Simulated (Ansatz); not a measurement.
# Zn: response to strain

Aim: deform Zn (zz strain of -1 %) and compute stress, forces and field gradients with LAPW, PAW and all-electron datasets made for the crystal.

Computed with Ansatz 0.2.0 (DFT PBEsol, scalar-relativistic, unless a step's input says otherwise).

2 further runs of the same task are left out: 2 set aside as unsound or not needed.

### Step 1. The system as given

The structure is hexagonal, space group P6_3/mmc (No. 194). The conventional cell has a = 2.665 Å, b = 2.665 Å, c = 4.947 Å, α = 90.00°, β = 90.00°, γ = 120.00°. Zn (site symmetry -6m2) is surrounded by 12 Zn at 2.66 to 2.91 Å.

Structure file:

```cif
data_structure
_symmetry_space_group_name_H-M 'P6_3/mmc'
_symmetry_Int_Tables_number 194
_cell_length_a 2.6648
_cell_length_b 2.6648
_cell_length_c 4.9467
_cell_angle_alpha 90.000
_cell_angle_beta 90.000
_cell_angle_gamma 120.000
_cell_volume 30.42
loop_
_atom_site_label
_atom_site_type_symbol
_atom_site_symmetry_multiplicity
_atom_site_Wyckoff_symbol
_atom_site_fract_x
_atom_site_fract_y
_atom_site_fract_z
_atom_site_occupancy
Zn1 Zn 2 c 0.33333 0.66667 0.25000 1
```

The file gives the conventional cell by its symmetry; the runs use the cell typed in the input.

Atoms are numbered in the order of the input: Zn1, Zn2.

### Step 2. After the deformation

Space group P6_3/mmc before, P6_3/mmc after.

### Step 3. All-electron LAPW

input.yaml reads:

```yaml
crystal:
  lattice:
    - [2.6647980532, 0.0, 0.0]
    - [-1.3323990266, 2.30778281, 0.0]
    - [0.0, 0.0, 4.897233]
  atoms:
    - { symbol: Zn, position: [0.3333333333, 0.6666666667, 0.25] }
    - { symbol: Zn, position: [0.6666666667, 0.3333333333, 0.75] }
kpoints:
  mp_grid: { grid: [18, 18, 8] }
  band_path:
    path:
      - [0.0, 0.0, 0.0]
      - [0.5, 0.0, 0.0]
      - [0.3333333333, 0.3333333333, 0.0]
      - [0.0, 0.0, 0.0]
      - [0.0, 0.0, 0.5]
      - [0.5, 0.0, 0.5]
      - [0.3333333333, 0.3333333333, 0.5]
      - [0.0, 0.0, 0.5]
      - [0.5, 0.0, 0.5]
    npoints: 5
scf:
  occupations: { method: fermi_dirac, width: 0.03 }
hamiltonian:
  xc: pbesol
  pseudopotentials: { kind: all_electron, lapw: { basis_error: 0.00025 } }
output:
  forces: true
  stress: true
  eigenvalues: true
```

Started as:

```sh
ansatz run input.yaml --threads 1 --pin off --max-ram 3072MiB --backend cpu --events-out ev --progress --plain --runs-dir out
```

### Step 4. Frozen-core PAW

input.yaml reads:

```yaml
crystal:
  lattice:
    - [2.6647980532, 0.0, 0.0]
    - [-1.3323990266, 2.30778281, 0.0]
    - [0.0, 0.0, 4.897233]
  atoms:
    - { symbol: Zn, position: [0.3333333333, 0.6666666667, 0.25] }
    - { symbol: Zn, position: [0.6666666667, 0.3333333333, 0.75] }
kpoints:
  mp_grid: { grid: [18, 18, 8] }
scf:
  occupations: { method: fermi_dirac, width: 0.03 }
hamiltonian:
  xc: pbesol
  pseudopotentials: { kind: paw }
output:
  forces: true
  stress: true
  eigenvalues: true
  efg: { contact_densities: true }
```

### Step 5. Datasets made for this crystal

Edit input.yaml of step 4 so:

```diff
@@ -14,3 +14,3 @@
   xc: pbesol
-  pseudopotentials: { kind: paw }
+  pseudopotentials: { kind: all_electron, datasets: crystal }
 output:
```

(Steps that only read results are left out.)

Before running it: what results should come out? Wanted: pressure; largest shear or deviatoric stress.

The runs gave:

```
                                 quantity                                              value
                                 pressure  LAPW -4.87, PAW -4.89, crystal datasets -4.87 GPa
largest shear or deviatoric stress (LAPW)                                           1.32 GPa
```

In words: Against the undeformed cell the largest change of stress is +0.55 GPa, in the yy component (others tie with it), with the atoms carried along and not relaxed. PAW: stress within 0.03 GPa of LAPW. Crystal datasets: stress within 0.01 GPa of LAPW.
